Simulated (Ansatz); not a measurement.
# C₃H₈AlN: a ladder of functionals and wavefunction methods

How much do the methods differ for C₃H₈AlN? The plan is to run it at one geometry with functionals of several rungs and with coupled cluster. The yardstick is the atomisation energy at the CCSD(T) limit.

The runs use Ansatz 0.2.0, Gaussian basis; functionals in def2-TZVPP, the program's frozen cores in correlated methods.

The runs, in order: PBE-D4, r2SCAN-D4, PBE0-D4, B3LYP-D4, ωB97X-V, ωB97M-V, B2PLYP; CCSD(T)/def2-TZVPP; MP2/def2-QZVPP; extrapolation to the limit.

## 1. The geometry

An earlier PBE0-D4 in a triple-zeta def2 set relaxation fixed the geometry.

SMILES `C/C=[C](\N)[AlH2]`, 13 atoms, charge 0, spin multiplicity 1.

Atoms are counted from 1 here; the program's logs count them from 0.

Bond lengths: C1–C2 1.495 Å, C1–H6 1.098 Å, C1–H7 1.097 Å, C1–H8 1.090 Å, C2–C3 1.352 Å, C2–H9 1.085 Å, C3–N4 1.385 Å, C3–Al5 1.937 Å, N4–H10 1.005 Å, N4–H11 1.009 Å, Al5–H12 1.593 Å, Al5–H13 1.585 Å. Angles: C2–C1–H6 111.7°, C2–C1–H7 111.4°, C2–C1–H8 111.9°, H6–C1–H7 106.6°, H6–C1–H8 107.3°, H7–C1–H8 107.6°, C1–C2–C3 124.0°, C1–C2–H9 117.8°, C3–C2–H9 118.1°, C2–C3–N4 121.7°, C2–C3–Al5 113.8°, N4–C3–Al5 124.5°, C3–N4–H10 117.2°, C3–N4–H11 117.7°, H10–N4–H11 113.1°, C3–Al5–H12 120.6°, C3–Al5–H13 117.7°, H12–Al5–H13 121.7°.

## 2. PBE-D4 (GGA)

in.yaml reads:

```yaml
crystal:
  periodic: [false, false, false]
  atoms:
    - {symbol: C, position_ang: [-1.659255, -0.903639, 0.478765]}
    - {symbol: C, position_ang: [-0.503093, 0.024495, 0.669499]}
    - {symbol: C, position_ang: [0.510288, 0.163381, -0.215261]}
    - {symbol: N, position_ang: [0.576457, -0.597983, -1.370183]}
    - {symbol: Al, position_ang: [1.849268, 1.454358, 0.324693]}
    - {symbol: H, position_ang: [-2.195663, -0.697669, -0.456962]}
    - {symbol: H, position_ang: [-1.330247, -1.948938, 0.428445]}
    - {symbol: H, position_ang: [-2.382334, -0.823489, 1.290480]}
    - {symbol: H, position_ang: [-0.469553, 0.611740, 1.581319]}
    - {symbol: H, position_ang: [1.162210, -0.257525, -2.112081]}
    - {symbol: H, position_ang: [-0.276060, -1.023407, -1.701724]}
    - {symbol: H, position_ang: [3.058502, 1.821865, -0.644387]}
    - {symbol: H, position_ang: [1.680080, 2.142110, 1.742297]}
basis:
  gaussian: {orbitals: def2-TZVPP}
hamiltonian: {xc: pbe, dispersion: d4}
output: {forces: true, orbitals: {seedname: orbitals}}
```

Started as:

```console
$ ansatz run in.yaml --threads 4 --pin off --events-out ev --progress --plain --max-ram 10444MiB
```

Further steps of the session: r2SCAN-D4 (meta-GGA); PBE0-D4 (hybrid); B3LYP-D4 (hybrid); ωB97X-V (range-separated); ωB97M-V (range-separated); B2PLYP (double hybrid); CCSD(T) in def2-TZVPP; MP2 in def2-QZVPP.

Q: Predict the results of all the runs planned. Wanted: atomisation energy, CCSD(T)/CBS; farthest; mean size of error, hybrid; mean size of error, range-separated; gap, smallest and largest; T1 diagnostic; triples share of the correlation energy.

As calculated:

```
                               quantity                                  value
        atomisation energy, CCSD(T)/CBS                              49.213 eV
    functionals within 0.246 eV (0.5 %)  r2SCAN-D4, B3LYP-D4, ωB97X-V, ωB97M-V
                               farthest                     PBE-D4 (+1.080 eV)
             mean size of error, hybrid                               0.242 eV
    mean size of error, range-separated                               0.199 eV
              gap, smallest and largest    2.76 eV (PBE-D4), 8.64 eV (ωB97X-V)
                          T1 diagnostic                                 0.0115
triples share of the correlation energy                                  4.1 %
```

What this shows: PBE-D4 misses by +1.080 eV. Double hybrids carry the basis error of their MP2 part in triple zeta, and no dispersion term here, so their miss is partly the set-up's. The reference freezes the cores and leaves out relativity and excitations past (T), so misses under about 0.246 eV can't be ranked. Hartree-Fock recovers 73 % of the binding; the rest is correlation. The gap grows from 2.8 to 8.6 eV across the functionals, mostly with the share of exact exchange.
